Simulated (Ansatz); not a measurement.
HfIn4SiO6:

```
Hf In Si O
1.0
     2.41414   -8.12134   -0.00008
     2.41414    8.12134   -0.00008
    -0.99593    0.00000    4.72934
Hf In Si O
1 4 1 6
Cartesian
  0.0000 0.0000 0.0000
  2.4141 -2.6526 -0.0001
  1.9162 5.4886 2.3646
  2.4141 2.6526 -0.0001
  1.9162 -5.4886 2.3646
  1.9162 0.0000 2.3646
  3.2567 0.0000 1.2791
  0.5756 0.0000 3.4501
  1.0593 1.3104 1.3057
  2.7731 1.3104 3.4235
  2.7731 -1.3104 3.4235
  1.0593 -1.3104 1.3057
```

The cell was built by a generator and needn't be a form met in nature.

* Program: Ansatz 0.2.0
* Task: relaxation of cell and atoms
* Functional: PBE
* Dispersion: D4
* Potentials or basis: Ansatz PAW
* Cutoff: 420 eV (not typed: the program's choice for these potentials)
* k mesh: 4 × 4 × 4
* Occupations: fermi-dirac, width 0.05 eV
* Spin: no spin polarisation

At the start: volume 15.45 Å³/atom.

Where does the relaxation end?

It ends after 9 steps and the volume is 15.01 Å³/atom (-2.9 %); space group C2/m (No. 12, to 0.05 Å).

The path:
```
step  energy change (eV)  largest force (eV/Å)  volume (Å³)
   1              0.0000                0.1268       185.45
   2             -0.0411                0.1919       177.19
   3             -0.0447                0.1290       181.30
   4             -0.0503                0.0702       180.64
   5             -0.0504                0.0580       180.63
   6             -0.0517                0.0055       180.45
   7             -0.0393                0.0056       180.45
   8             -0.0405                0.0015       180.08
   9             -0.0394                0.0014       180.08
```

Final structure:
```xyz
12
Lattice="2.3984 -8.0105 -0.0151 2.3984 8.0105 -0.0151 -1.0188 0.0000 4.6929" Properties=species:S:1:pos:R:3 pbc="T T T"
Hf    0.0000    0.0000    0.0000
In    2.3984   -2.6290   -0.0151
In    1.8890    5.3979    2.3314
In    2.3984    2.6290   -0.0151
In    1.8890   -5.3979    2.3314
Si    1.8890    0.0000    2.3314
O     3.2270    0.0000    1.2458
O     0.5511    0.0000    3.4169
O     1.0434    1.3126    1.2889
O     2.7347    1.3126    3.3738
O     2.7347   -1.3126    3.3738
O     1.0434   -1.3126    1.2889
```

Caveat: the plane-wave basis is chosen anew once the cell has moved, so the energies of steps on either side of that aren't comparable; the pressure holds a Pulay correction of +0.5 GPa for the finite cutoff.
